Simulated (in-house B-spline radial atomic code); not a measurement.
**Ru⁹⁺: ionisation energy by several methods**

Aim: the ionisation energy of Ru⁹⁺ by several methods, each as the difference of two self-consistent energies (Ru⁹⁺ and the next ion, [Ar] 3d10 4s2 4p4).

Method: Dirac-Coulomb, several functionals, exact exchange averaged over the configuration; spherical all-electron atom at the radial basis limit. Code: in-house B-spline radial atomic code version 1.

## 1. What is computed

```
element       : ruthenium (Z = 44)
charge        : +9
electrons     : 35
configuration : [Ar] 3d10 4s2 4p5
nucleus       : Fermi, rms radius 4.481 fm
```

Outer shells as boxes (Hund's rule):

[Ar] 3d10 4s2 4p5
```
[Ar] core
3d [↑↓][↑↓][↑↓][↑↓][↑↓]
4s [↑↓]
4p [↑↓][↑↓][↑ ]
```

The boxes only draw the filling; these runs are spin-restricted and spherical.

## 2. HSE06

The run's settings:

```ini
Z = 44
electrons = 35.0
configuration = [Ar] 3d10 4s2 4p5
hamiltonian = dirac
method = hse06
spin_polarised = False
nucleus = fermi
rms_radius = 4.4809
mass_number = 102
atomic_mass = 101.904340312
speed_of_light = 137.035999084
exact_exchange = averaged over the configuration
```

Command:

```bash
$ python run_scf.py task.json out
```

The settings of every run stand in task.json; they run in order.

From the run's result record (rounded, not every field):

```text
{
  "status": "converged",
  "scf [iteration, energy, orbital gradient]": [
    [1, -4497.79975065, 0.941],
    [2, -4506.291592, 0.523],
    [3, -4508.50553804, 0.135],
    [4, -4508.66535863, 0.0336],
    [5, -4508.6742621, 0.017],
    [6, -4508.67697356, 0.000569],
    [7, -4508.67697716, 2.49e-05],
    [8, -4508.67697716, 5.76e-07],
    [9, -4508.67697716, 1.82e-08]
  ],
  "energy [hartree]": {"total": -4508.67697716, "kinetic": 4692.83579804, "nuclear": -10695.4610642, "coulomb": 1622.06039729, "exact_exchange": -30.9847727084, "xc": -97.1273356338},
  "breit [hartree]": {"gaunt": 3.163326, "retardation": -0.3162421, "frequency_dependence": -0.02135137},
  "qed [hartree]": {"self_energy": 2.132305, "uehling": -0.2521636, "wichmann_kroll": 0.00413667},
  "recoil [hartree]": 0.01699308,
  "total_with_corrections [hartree]": -4503.94997309,
  "orbitals [hartree, bohr; first row names the columns]": [
    ["name", "occ", "eps", "<r>", "<r^2>", "<1/r>", "r_max", "density_at_nucleus", "small_component", "breit_shift", "self_energy", "hyperfine_A/g_I (MHz)"],
    ["1s1/2", 2.0, -814.81001, 0.033432, 0.0015093, 45.879, 0.021714, 46873.0, 0.025847, 1.6528, 0.91158, 24667000.0],
    ["2s1/2", 2.0, -123.08648, 0.1452, 0.024914, 10.504, 0.12294, 5244.8, 0.0053549, 0.18598, 0.10874, 2697500.0],
    ["2p1/2", 2.0, -114.09453, 0.12361, 0.018761, 10.47, 0.095518, 94.276, 0.0053526, 0.28799, -0.00061978, 838930.0],
    ["2p3/2", 4.0, -109.27612, 0.12837, 0.020104, 9.9205, 0.099493, "-", 0.0051624, 0.21345, 0.008359, 139150.0],
    ["3s1/2", 2.0, -26.87114, 0.4006, 0.18374, 3.6418, 0.36087, 964.69, 0.0014721, 0.034389, 0.020671, 494620.0],
    ["3p1/2", 2.0, -23.370307, 0.3939, 0.18048, 3.5407, 0.34789, 18.445, 0.0014148, 0.049485, 0.00026106, 145340.0],
    ["3p3/2", 4.0, -22.539788, 0.40427, 0.18989, 3.4092, 0.35726, "-", 0.0013648, 0.036308, 0.0017592, 24036.0],
    ["3d3/2", 4.0, -16.371136, 0.37931, 0.17191, 3.232, 0.29883, "-", 0.0012496, 0.025643, -0.00018031, 10813.0],
    ["3d5/2", 6.0, -16.209114, 0.38268, 0.17482, 3.1978, 0.30157, "-", 0.0012348, 0.019912, 0.00028631, 4494.2],
    ["4s1/2", 2.0, -8.3585586, 0.95339, 1.0205, 1.4461, 0.88713, 195.67, 0.00040176, 0.0070051, 0.0041883, 100260.0],
    ["4p1/2", 1.6667, -7.2037047, 1.0006, 1.1304, 1.3591, 0.92295, 3.5622, 0.00036583, 0.009201, 4.8737e-05, 27497.0],
    ["4p3/2", 3.3333, -7.0449309, 1.0203, 1.1751, 1.3248, 0.94249, "-", 0.00035571, 0.0067315, 0.00033396, 4589.3]
  ],
  "sum_r [bohr^k]": {"-1": 243.0803, "1": 15.11288, "2": 11.23733},
  "density_at_nucleus [bohr^-3]": 106787.2,
  "radius_at_0.001 [bohr]": 2.263,
  "radius_enclosing_fraction [bohr]": {"0.5": 0.334, "0.9": 0.99, "0.99": 1.594},
  "slater [hartree]": {
    "F0(4s1/2,4s1/2)": 0.94122,
    "F0(4s1/2,4p1/2)": 0.91818,
    "G1(4s1/2,4p1/2)": 0.63135,
    "F0(4s1/2,4p3/2)": 0.90848,
    "G1(4s1/2,4p3/2)": 0.62156,
    "F0(4p1/2,4p1/2)": 0.89713,
    "F0(4p1/2,4p3/2)": 0.88821,
    "G2(4p1/2,4p3/2)": 0.47171,
    "F0(4p3/2,4p3/2)": 0.87965,
    "F2(4p3/2,4p3/2)": 0.46824
  },
  "ionisation_energy [hartree]": 7.4087833,
  "ionisation_energy_with_corrections [hartree]": 7.40510894
}
```

It took 4.2 s on 1 thread, shared host.

The run also solves the next ion with the same method; the record keeps the difference, ionisation_energy. radius_at_0.001 is where the density falls to 0.001 electrons per bohr³.

Radial density 4πr²n(r) and radial functions P(r) = rR(r):

| r (bohr) | 4πr²n | 4s1/2 | 4p3/2 |
| --- | --- | --- | --- |
| 0.00253 | 5.003 | 0.0939 | 0.0028 |
| 0.00371 | 9.312 | 0.1276 | 0.0059 |
| 0.00543 | 16.47 | 0.1684 | 0.0120 |
| 0.00796 | 27.22 | 0.2131 | 0.0241 |
| 0.0117 | 40.74 | 0.2518 | 0.0475 |
| 0.0171 | 52.56 | 0.2635 | 0.0891 |
| 0.0250 | 56.33 | 0.2173 | 0.1578 |
| 0.0366 | 50.77 | 0.0785 | 0.2571 |
| 0.0536 | 49.02 | -0.1547 | 0.3656 |
| 0.0786 | 62.67 | -0.3886 | 0.4112 |
| 0.115 | 68.37 | -0.4015 | 0.2710 |
| 0.169 | 49.05 | -0.0037 | -0.1270 |
| 0.247 | 47.73 | 0.5575 | -0.5616 |
| 0.362 | 51.77 | 0.5672 | -0.5313 |
| 0.530 | 24.31 | -0.2944 | 0.2052 |
| 0.776 | 11.62 | -1.1409 | 1.0226 |
| 1.14 | 7.446 | -0.9939 | 1.0380 |
| 1.66 | 1.208 | -0.3479 | 0.4472 |
| 2.44 | 0.02477 | -0.0391 | 0.0680 |
| 3.57 | 3.322e-05 | -0.0010 | 0.0026 |

Clear maxima of the radial density (full grid of the record): 0.025, 0.095, 0.30 bohr.

## 3. PBE0

Changes to the settings of step 2:

```diff
@@ -4,3 +4,3 @@
 hamiltonian = dirac
-method = hse06
+method = pbe0
 spin_polarised = False
```

From the record:

```text
{
  "status": "converged",
  "scf [iteration, energy, orbital gradient]": [
    [1, -4497.83299854, 0.94],
    [2, -4506.35920642, 0.527],
    [3, -4508.55364637, 0.136],
    [4, -4508.71268136, 0.0342],
    [5, -4508.72163973, 0.017],
    [6, -4508.72433542, 0.000555],
    [7, -4508.72433882, 2.66e-05],
    [8, -4508.72433882, 6.99e-07],
    [9, -4508.72433882, 1.94e-08]
  ],
  "energy [hartree]": {"total": -4508.72433882, "kinetic": 4692.85803123, "nuclear": -10695.6131842, "coulomb": 1622.17901884, "exact_exchange": -31.512452992, "xc": -96.6357517101},
  "breit [hartree]": {"gaunt": 3.163472, "retardation": -0.3163215, "frequency_dependence": -0.02135446},
  "qed [hartree]": {"self_energy": 2.131894, "uehling": -0.2521116, "wichmann_kroll": 0.004135869},
  "recoil [hartree]": 0.01699129,
  "total_with_corrections [hartree]": -4503.99763388,
  "orbitals [hartree, bohr; first row names the columns]": [
    ["name", "occ", "eps", "<r>"],
    ["1s1/2", 2.0, -814.81837, 0.033434],
    ["2s1/2", 2.0, -123.10553, 0.14522],
    ["2p1/2", 2.0, -114.12546, 0.12361],
    ["2p3/2", 4.0, -109.3064, 0.12837],
    ["3s1/2", 2.0, -26.882947, 0.40067],
    ["3p1/2", 2.0, -23.386847, 0.3939],
    ["3p3/2", 4.0, -22.555863, 0.40429],
    ["3d3/2", 4.0, -16.39142, 0.37925],
    ["3d5/2", 6.0, -16.229277, 0.38263],
    ["4s1/2", 2.0, -8.376671, 0.95327],
    ["4p1/2", 1.6667, -7.2224816, 1.0002],
    ["4p3/2", 3.3333, -7.0633994, 1.02]
  ],
  "sum_r [bohr^k]": {"-1": 243.0837, "1": 15.11067, "2": 11.23279},
  "ionisation_energy [hartree]": 7.41214973,
  "ionisation_energy_with_corrections [hartree]": 7.40846972
}
```

Run time: 2.5 s. Hardware: 1 thread, shared host.

## 4. B97-1

Changes to the settings of step 3:

```diff
@@ -4,3 +4,3 @@
 hamiltonian = dirac
-method = pbe0
+method = b97_1
 spin_polarised = False
```

From the record:

```text
{
  "status": "converged",
  "scf [iteration, energy, orbital gradient]": [
    [1, -4498.01290099, 0.931],
    [2, -4506.45542129, 0.545],
    [3, -4508.73690864, 0.137],
    [4, -4508.89740248, 0.0339],
    [5, -4508.90608277, 0.0173],
    [6, -4508.90879142, 0.000573],
    [7, -4508.908795, 2.78e-05],
    [8, -4508.908795, 6.05e-07],
    [9, -4508.908795, 1.91e-08]
  ],
  "energy [hartree]": {"total": -4508.908795, "kinetic": 4692.82409459, "nuclear": -10695.6904085, "coulomb": 1622.30845172, "exact_exchange": -26.4699061713, "xc": -101.881026594},
  "breit [hartree]": {"gaunt": 3.163415, "retardation": -0.3163574, "frequency_dependence": -0.02132993},
  "qed [hartree]": {"self_energy": 2.131728, "uehling": -0.2520923, "wichmann_kroll": 0.004135517},
  "recoil [hartree]": 0.01699006,
  "total_with_corrections [hartree]": -4504.18230553,
  "orbitals [hartree, bohr; first row names the columns]": [
    ["name", "occ", "eps", "<r>"],
    ["1s1/2", 2.0, -814.28495, 0.033436],
    ["2s1/2", 2.0, -122.9308, 0.14524],
    ["2p1/2", 2.0, -113.97332, 0.12363],
    ["2p3/2", 4.0, -109.15729, 0.12839],
    ["3s1/2", 2.0, -26.785062, 0.40087],
    ["3p1/2", 2.0, -23.305778, 0.39401],
    ["3p3/2", 4.0, -22.475814, 0.40444],
    ["3d3/2", 4.0, -16.345096, 0.37916],
    ["3d5/2", 6.0, -16.182859, 0.38254],
    ["4s1/2", 2.0, -8.3507827, 0.9531],
    ["4p1/2", 1.6667, -7.2051272, 0.99985],
    ["4p3/2", 3.3333, -7.0458169, 1.0197]
  ],
  "sum_r [bohr^k]": {"-1": 243.0855, "1": 15.10916, "2": 11.22981},
  "ionisation_energy [hartree]": 7.41162592,
  "ionisation_energy_with_corrections [hartree]": 7.40794379
}
```

Run time: 3 s. Hardware: 1 thread, shared host.

## 5. BHandHLYP

Changes to the settings of step 4:

```diff
@@ -4,3 +4,3 @@
 hamiltonian = dirac
-method = b97_1
+method = bhandhlyp
 spin_polarised = False
```

From the record:

```text
{
  "status": "converged",
  "scf [iteration, energy, orbital gradient]": [
    [1, -4498.1040159, 0.946],
    [2, -4507.06304837, 0.492],
    [3, -4508.87695893, 0.136],
    [4, -4509.0268103, 0.0374],
    [5, -4509.03708187, 0.0169],
    [6, -4509.03961697, 0.000436],
    [7, -4509.03961922, 3.24e-05],
    [8, -4509.03961922, 9.29e-07],
    [9, -4509.03961922, 5.04e-08]
  ],
  "energy [hartree]": {"total": -4509.03961922, "kinetic": 4693.04622815, "nuclear": -10695.7584412, "coulomb": 1622.03213306, "exact_exchange": -63.0313057502, "xc": -65.3282335153},
  "breit [hartree]": {"gaunt": 3.163355, "retardation": -0.316224, "frequency_dependence": -0.02148115},
  "qed [hartree]": {"self_energy": 2.131612, "uehling": -0.2520727, "wichmann_kroll": 0.004135428},
  "recoil [hartree]": 0.01699679,
  "total_with_corrections [hartree]": -4504.31329836,
  "orbitals [hartree, bohr; first row names the columns]": [
    ["name", "occ", "eps", "<r>"],
    ["1s1/2", 2.0, -817.90725, 0.033432],
    ["2s1/2", 2.0, -124.29411, 0.14514],
    ["2p1/2", 2.0, -115.13829, 0.12363],
    ["2p3/2", 4.0, -110.31063, 0.12837],
    ["3s1/2", 2.0, -27.410867, 0.40011],
    ["3p1/2", 2.0, -23.833086, 0.39364],
    ["3p3/2", 4.0, -22.993506, 0.40393],
    ["3d3/2", 4.0, -16.691821, 0.37914],
    ["3d5/2", 6.0, -16.528686, 0.3825],
    ["4s1/2", 2.0, -8.5232881, 0.9543],
    ["4p1/2", 1.6667, -7.3215829, 1.002],
    ["4p3/2", 3.3333, -7.1614748, 1.0218]
  ],
  "sum_r [bohr^k]": {"-1": 243.087, "1": 15.11741, "2": 11.25384},
  "ionisation_energy [hartree]": 7.40497058,
  "ionisation_energy_with_corrections [hartree]": 7.40127842
}
```

Wall time 2.4 s (1 thread, shared host).

## 6. Results

| method | rung | total energy (hartree) | ΔSCF (eV) | with Breit, QED, recoil (eV) | −ε highest (eV) | corrected ΔSCF less tabulated (eV) |
| --- | --- | --- | --- | --- | --- | --- |
| PBE0 | global hybrid | -4508.7243 | 201.69 | 201.59 | 192.20 (4p3/2) | +3.59 |
| B97-1 | global hybrid | -4508.9088 | 201.68 | 201.58 | 191.73 (4p3/2) | +3.58 |
| BHandHLYP | global hybrid | -4509.0396 | 201.50 | 201.40 | 194.87 (4p3/2) | +3.40 |
| HSE06 | range-separated hybrid | -4508.6770 | 201.60 | 201.50 | 191.70 (4p3/2) | +3.50 |

Tables give 198 ± 2.2 eV (tabulated theoretical; NIST Atomic Spectra Database) for the ionisation energy. BHandHLYP misses by +3.40 eV, the least, and PBE0 by +3.59 eV (1.8 %), the most. All methods miss on the same side by much the same amount, which points to something that they share. Open shells are averaged (over orientations, and over spins where the run is restricted), while tables refer to the lowest levels.

What each method cost (CPU seconds, one thread, shared host; runs marked * also made radial tables):

| method | CPU time | miss (eV) |
| --- | --- | --- |
| BHandHLYP | 2.4 s | +3.40 |
| PBE0* | 2.5 s | +3.59 |
| B97-1 | 3 s | +3.58 |
| HSE06* | 4.2 s | +3.50 |
